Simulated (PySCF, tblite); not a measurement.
# C4H8F3OSi radical: geometry, infrared bands and EPR parameters

Wanted: the infrared bands and EPR parameters of C4H8F3OSi radical (`CC[C@H](O[SiH2])C(F)(F)F`), by calculation.

Programs: tblite 0.8.0 and PySCF 2.14.0, with density-fitted response routines of our own. Each step states its level of theory. These are calculated values for one molecule in the gas phase, unless marked as measured. Atoms count from 0, in the outputs and in this text.

## 1. Starting geometry

17 atoms, charge 0, multiplicity 2; geometry from: force field or distance geometry start.

Bonds of the start (Å): C0–C1 1.54, C1–C2 1.53, C2–O3 1.44, O3–Si4 1.68, C2–C5 1.55, C5–F6 1.36, C5–F7 1.34, C5–F8 1.34, C0–H9 1.10, C0–H10 1.09, C0–H11 1.08, C1–H12 1.10, C1–H13 1.09, C2–H14 1.10, Si4–H15 1.49, Si4–H16 1.48.

## 2. Optimising the geometry with GFN2-xTB

What the job is given:

```
{"job": {"kind": "relax", "xc": "GFN2-xTB", "basis": "xTB"}, "charge": 0, "multiplicity": 2}
C      2.012500    -0.944600     0.274800
C      1.224700     0.144500    -0.477200
C     -0.215000     0.265300     0.027500
O     -0.874400    -0.983800    -0.249100
Si    -2.171500    -1.474600     0.695400
C     -0.903700     1.463400    -0.681700
F     -0.209700     2.611300    -0.447900
F     -0.954600     1.302500    -2.014400
F     -2.151900     1.665300    -0.227600
H      1.564200    -1.933000     0.114400
H      2.012200    -0.746900     1.350700
H      3.036900    -0.973000    -0.073100
H      1.748700     1.095800    -0.332100
H      1.243800    -0.106000    -1.539300
H     -0.203000     0.474600     1.107100
H     -1.831700    -1.220600     2.120700
H     -3.334300    -0.628100     0.341900
```

The run is started by

```sh
> OMP_NUM_THREADS=1 python probes_run.py task.json out
```

The driver reads the jobs from task.json and runs them one after another.

Output:

```text
step      E/eV     max force
  0    -888.15651    1.599
  1    -888.24144    0.947
  2    -888.29461    0.587
  3    -888.30365    0.332
  4    -888.31458    0.279
  5    -888.32106    0.255
  6    -888.32975    0.260
  7    -888.33355    0.161
  8    -888.33640    0.149
  9    -888.33886    0.171
 10    -888.34138    0.197
 11    -888.34330    0.132
 12    -888.34478    0.092
 13    -888.34616    0.109
 14    -888.34751    0.112
 15    -888.34862    0.092
 16    -888.34955    0.077
 17    -888.35049    0.071
 18    -888.35142    0.083
 19    -888.35216    0.061
 20    -888.35265    0.049
 21    -888.35306    0.047
 22    -888.35355    0.067
 23    -888.35409    0.062
 24    -888.35459    0.045
 25    -888.35507    0.050
 26    -888.35557    0.061
 27    -888.35603    0.058
 28    -888.35636    0.038
 29    -888.35657    0.038
 30    -888.35674    0.035
 31    -888.35692    0.041
 32    -888.35708    0.033
 33    -888.35720    0.024
 34    -888.35730    0.022
 35    -888.35739    0.027
 36    -888.35749    0.029
 37    -888.35758    0.022
 38    -888.35767    0.026
 39    -888.35778    0.029
 40    -888.35795    0.041
 41    -888.35817    0.041
 42    -888.35841    0.032
 43    -888.35862    0.030
 44    -888.35877    0.025
 45    -888.35890    0.032
 46    -888.35903    0.026
 47    -888.35917    0.028
 48    -888.35930    0.030
 49    -888.35942    0.025
 50    -888.35953    0.027
 51    -888.35964    0.020
 52    -888.35974    0.023
 53    -888.35983    0.022
 54    -888.35992    0.022
 55    -888.35999    0.019
 56    -888.36004    0.017
 57    -888.36006    0.011
 58    -888.36007    0.011
 59    -888.36009    0.012
 60    -888.36012    0.021
 61    -888.36015    0.023
 62    -888.36019    0.015
 63    -888.36022    0.018
 64    -888.36025    0.021
 65    -888.36031    0.032
 66    -888.36040    0.045
 67    -888.36055    0.045
 68    -888.36070    0.026
 69    -888.36080    0.019
 70    -888.36087    0.021
 71    -888.36092    0.023
 72    -888.36096    0.014
 73    -888.36100    0.014
 74    -888.36104    0.020
 75    -888.36108    0.025
 76    -888.36112    0.021
 77    -888.36116    0.014
 78    -888.36118    0.010
```

It took 0.58 s on 1 thread of Arm Neoverse V1, shared host; peak memory 0.18 GiB.

Step by step: (not every step is listed)

```csv
step,energy from step 0 (eV),largest force (eV/Å)
0,0.0000,1.5989
1,-0.0849,0.9467
2,-0.1381,0.5872
3,-0.1471,0.3316
4,-0.1581,0.2793
5,-0.1645,0.2546
6,-0.1732,0.2598
7,-0.1770,0.1613
8,-0.1799,0.1494
14,-0.1910,0.1119
20,-0.1961,0.0491
26,-0.1991,0.0612
32,-0.2006,0.0326
38,-0.2012,0.0258
44,-0.2023,0.0248
50,-0.2030,0.0271
56,-0.2035,0.0171
62,-0.2037,0.0153
68,-0.2042,0.0258
73,-0.2045,0.0145
74,-0.2045,0.0196
75,-0.2046,0.0248
76,-0.2046,0.0212
77,-0.2047,0.0145
78,-0.2047,0.0099
```

Distances of close pairs at the start and the end, largest changes first:

```csv
bond,before (Å),after (Å),change (Å)
C2–O3,1.439,1.392,-0.047
O3–Si4,1.678,1.632,-0.046
Si4–H16,1.481,1.451,-0.030
Si4–H15,1.487,1.458,-0.029
C2–C5,1.553,1.528,-0.025
C5–F6,1.362,1.344,-0.018
C0–C1,1.540,1.523,-0.017
C0–H9,1.097,1.087,-0.010
```

The next job starts from the end point, and lists it.

## 3. Harmonic vibrations with GFN2-xTB

What the job is given:

```
{"job": {"kind": "ir", "xc": "GFN2-xTB", "basis": "xTB"}, "charge": 0, "multiplicity": 2}
C      2.040863    -0.910733     0.295521
C      1.265483     0.130084    -0.501470
C     -0.147839     0.292683     0.060298
O     -0.877812    -0.874271    -0.147111
Si    -2.222583    -1.407002     0.609107
C     -0.864512     1.452828    -0.629492
F     -0.192422     2.609099    -0.497872
F     -1.037400     1.254122    -1.938268
F     -2.082390     1.668999    -0.106566
H      1.505019    -1.856089     0.287395
H      2.165108    -0.588869     1.327103
H      3.023050    -1.062167    -0.142422
H      1.775833     1.094431    -0.470426
H      1.179200    -0.187601    -1.542270
H     -0.110034     0.547311     1.130779
H     -1.998578    -1.443918     2.049022
H     -3.427984    -0.706879     0.206762
```

Output:

```text
mode    cm-1     km/mol
  1     -22.4      2.01
  2      52.0      0.90
  3      78.7      0.24
  4     132.5      0.31
  5     148.7      2.65
  6     168.4      0.83
  7     218.2      1.20
  8     232.6      1.86
  9     276.1      0.48
 10     332.1      8.12
 11     382.6      9.04
 12     425.2      2.49
 13     492.4     16.45
 14     518.7      0.66
 15     580.2     65.29
 16     628.4     56.70
 17     641.4     61.43
 18     750.5    112.87
 19     764.3     72.14
 20     837.1     21.94
 21     863.0     42.09
 22     953.7     13.92
 23    1030.7     43.90
 24    1049.5    196.14
 25    1071.4    325.95
 26    1104.7     90.85
 27    1124.2     38.42
 28    1140.5     15.33
 29    1192.0    152.68
 30    1245.8      2.40
 31    1266.2     19.27
 32    1299.3      6.05
 33    1346.0      0.13
 34    1410.0      4.46
 35    1462.0      2.14
 36    1493.4      4.99
 37    1497.4      5.27
 38    2298.7    344.34
 39    2359.0    218.14
 40    2872.0     40.60
 41    2987.0     21.52
 42    2997.2      9.44
 43    3036.9     35.22
 44    3053.2     23.90
 45    3055.9     22.95
```

Run time: 0.72 s. Hardware: 1 thread of Arm Neoverse V1, shared host; peak memory 0.18 GiB.

Which atoms move in the most intense modes:

```csv
cm⁻¹,km/mol,atoms
750,112.9,"Si4 17 %, H12 15 %, O3 14 %, C2 12 %"
764,72.1,"H15 49 %, H16 36 %"
1050,196.1,"C5 47 %, F8 14 %"
1071,325.9,"C5 71 %, F6 19 %"
1105,90.8,"C1 31 %, C0 21 %, C5 16 %"
1192,152.7,"C5 66 %, C2 11 %"
2299,344.3,H15 95 %
2359,218.1,H16 95 %
```

## 4. g tensor and hyperfine couplings: B3LYP/pcH-1

Same as in step 3 but for these lines:

```diff
@@ -1,2 +1,2 @@
-{"job": {"kind": "ir", "xc": "GFN2-xTB", "basis": "xTB"}, "charge": 0, "multiplicity": 2}
+{"job": {"kind": "epr", "basis": "pcH-1"}, "charge": 0, "multiplicity": 2}
 C      2.040863    -0.910733     0.295521
```

Level: UKS B3LYP, pcH-1 on C F H O Si, non-relativistic, mean-field spin-orbit, GIAO.

Output:

```text
UKS, coarse grid
  cycle   1  E = -821.28157216  |g| = 8.41e-01
  cycle   2  E = -820.86957432  |g| = 1.41e+00
  cycle   3  E = -821.51074246  |g| = 1.09e-01
  cycle   4  E = -821.51341534  |g| = 7.50e-02
  cycle   5  E = -821.51528731  |g| = 1.10e-02
  cycle   6  E = -821.51532300  |g| = 3.88e-03
  cycle   7  E = -821.51532942  |g| = 7.31e-04
UKS, final grid
  cycle   1  E = -821.51530442  |g| = 8.20e-04
  cycle   2  E = -821.51530423  |g| = 1.08e-03
  cycle   3  E = -821.51530474  |g| = 1.06e-04
  cycle   4  E = -821.51530474  |g| = 3.95e-05
  cycle   5  E = -821.51530474  |g| = 1.70e-05
E = -821.51530474 Eh   <S^2> = 0.7511 (exact 0.7500)
g shifts (ppm)      1          2          3
  rmc          -144       -144       -144
  gc             68         22         63
  oz_so       -1166        -97       1888
  total       -1242       -218       1808
hyperfine (MHz)  atom isotope    a_iso     a_fc   dipolar eigenvalues
    0   13C       0.04       0.04     -0.24     -0.17      0.41
    1   13C      -1.16      -1.16     -0.29     -0.27      0.56
    2   13C      31.74      31.75     -2.98     -2.84      5.82
    3   17O     -81.03     -80.97     -9.34      4.13      5.21
    4  29Si    -592.47    -593.59   -169.88     84.41     85.47
    5   13C       1.97       1.97     -0.40     -0.06      0.45
    6   19F      10.77      10.76     -3.58     -3.54      7.12
    7   19F      -0.14      -0.14     -0.93     -0.66      1.58
    8   19F      36.22      36.21     -6.41     -5.83     12.23
    9    1H       0.08       0.08     -1.37     -1.18      2.56
   10    1H      -0.02      -0.02     -0.72     -0.68      1.40
   11    1H      -0.04      -0.04     -0.50     -0.46      0.97
   12    1H       0.87       0.87     -0.67     -0.56      1.24
   13    1H      -0.01      -0.01     -1.07     -0.87      1.93
   14    1H      -2.11      -2.11     -2.80     -1.04      3.84
   15    1H      58.80      58.78     -9.66      0.82      8.84
   16    1H      91.25      91.24     -9.62      1.48      8.15
```

Wall time 2.2 min (1 thread of Arm Neoverse V1, shared host); peak memory 1.1 GiB.

Principal g values 2.00108, 2.00210, 2.00413; g(iso) = 2.00244, against 2.00232 for a free electron.

Hyperfine couplings; where a row names several nuclei, a(iso) is their mean (it holds for fast rotation or exchange) and the dipolar term the largest among them:

```csv
nuclei,isotope,a(iso) (MHz),"a(iso) (G, at g = 2.0023)",largest dipolar term (MHz)
Si4,29Si,-592.5,-211.4,-169.9
O3,17O,-81.0,-28.9,-9.3
"H15, H16",1H,75.0,26.8,-9.7
C2,13C,31.7,11.3,5.8
"F6, F7, F8",19F,15.6,5.6,12.2
H14,1H,-2.1,-0.8,3.8
C5,13C,2.0,0.7,0.5
C1,13C,-1.2,-0.4,0.6
H12,1H,0.9,0.3,1.2
C0,13C,0.0,0.0,0.4
H13,1H,0.0,0.0,1.9
"H9, H10, H11",1H,0.0,0.0,2.6
```

Mulliken spin populations:

C0 0.00; C1 0.00; C2 0.02; O3 0.00; Si4 0.94; C5 0.00; F6 0.00; F7 0.00; F8 0.00; H9 0.00; H10 0.00; H11 0.00; H12 0.00; H13 0.00; H14 0.00; H15 0.01; H16 0.03

In first order the couplings over 0.8 MHz of 1H, 19F give 48 distinct lines over 71.3 G, if the averaged nuclei exchange fast.

Orbitals, density, ELF and potential are computed afterwards from the orbital file.

ELF in a plane through or near 6 of the atoms.

Values, 10 rows by 14 columns:
```
0.00 0.00 0.00 0.00 0.00 0.00 0.00 0.00 0.00 0.00 0.00 0.00 0.00 0.00
0.00 0.00 0.00 0.00 0.00 0.00 0.00 0.00 0.11 0.22 0.10 0.00 0.00 0.00
0.00 0.00 0.00 0.00 0.13 0.39 0.00 0.04 0.62 0.83 0.50 0.07 0.00 0.00
0.00 0.00 0.03 0.09 0.87 1.00 0.04 0.37 0.26 0.72 0.40 0.87 0.29 0.00
0.00 0.00 0.93 0.99 0.58 0.75 0.03 0.81 0.78 0.24 0.99 1.00 0.87 0.00
0.00 0.00 0.65 0.87 0.29 0.39 0.72 0.42 0.16 0.02 0.02 0.05 0.09 0.00
0.00 0.00 0.00 0.00 0.23 0.67 0.28 0.23 0.49 0.14 0.46 0.02 0.00 0.00
0.00 0.00 0.00 0.00 0.05 0.11 0.00 0.05 0.42 0.13 0.01 0.00 0.00 0.00
0.00 0.00 0.00 0.00 0.00 0.00 0.00 0.00 0.01 0.01 0.00 0.00 0.00 0.00
0.00 0.00 0.00 0.00 0.00 0.00 0.00 0.00 0.00 0.00 0.00 0.00 0.00 0.00
```
The map spans 11.8 Å across and 10.2 Å up, centred on the molecule. Atoms in the plane (x, y in Å): C1 (-1.3, -0.5), O3 (0.7, 0.8), Si4 (2.0, 1.7), H9 (-1.7, 1.6), H11 (-3.1, 0.5), H16 (3.3, 1.1).

On the surface of density 0.002 e/bohr³ the electrostatic potential runs, from the 1st to the 99th percentile, from -0.77 V near O3 to 1.17 V near H14.

The spin density lies nearest to Si4 67 %; H15, H16 about 11 % each.

## 5. Summary of results

| quantity | value |
| --- | --- |
| strongest single infrared mode (GFN2-xTB) | 2299 cm⁻¹, 344 km/mol |
| zero-point energy (GFN2-xTB) | 72.7 kcal/mol |
| g(iso) (B3LYP) | 2.00244 |
| ⟨S²⟩ | 0.751 (exact 0.75) |
| largest a(iso) (averaged by class) | 29Si on Si4, -592.5 MHz |
| surface potential, 1st and 99th percentile | -0.77 V and 1.17 V |

What this shows: The optimisation took 78 steps and gained 0.205 eV; among the close pairs (by a distance rule), C2–O3 changed most, from 1.439 to 1.392 Å. The lowest mode is imaginary (22i cm⁻¹), so the xTB geometry is not a minimum. The strongest single mode, at 2299 cm⁻¹, moves mainly H15. Unscaled tight-binding wavenumbers are off by several per cent, some by more. Its intensities can rank the bands wrongly. Most of the unpaired spin sits on Si4 (0.94 e). The isotropic g lies 0.1 ppt above the free-electron value.
